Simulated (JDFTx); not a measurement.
**AlH3 in JDFTx: the effect of solvation model**

Molecule: AlH3, in a box.

```xyz
4
Lattice="12.0000 0.0000 0.0000 0.0000 11.0000 0.0000 0.0000 0.0000 12.0000" Properties=species:S:1:pos:R:3 pbc="T T T"
Al    6.3224    5.5867    6.0890
H     6.9419    6.2725    7.3777
H     4.9679    4.7695    6.1993
H     7.0581    5.7173    4.6903
```

Alike in all runs:

| Item | Value |
| --- | --- |
| Program | JDFTx 1.7.0 (patched build) |
| Task | solvation |
| Functional | RPBE |
| Potentials or basis | PseudoDojo-SR-PBE-0.5-standard with smoothed tails |
| Cutoff | 980 eV |
| Density cutoff | 3918 eV |
| k mesh | 1 × 1 × 1 |
| Occupations | fixed |
| Spin | no spin polarisation |

| solvation model | largest force (eV/Å) |
| --- | --- |
| LA12 LinearPCM | 2.33 |
| SoftSphere LinearPCM | 0.14 |
| CANDLE LinearPCM | 0.10 |
| GLSSA13 NonlinearPCM | ? |

Problem. What does the run with solvation model GLSSA13 NonlinearPCM give?

Solution. Largest force 0.13 eV/Å.

Caveats: forces may be off by hundredths of an eV/Å; forces in the liquid are good to some per cent; the liquid is a continuum model, checked here against plausible ranges alone; the potentials were made for another functional, which shifts forces and pressure.
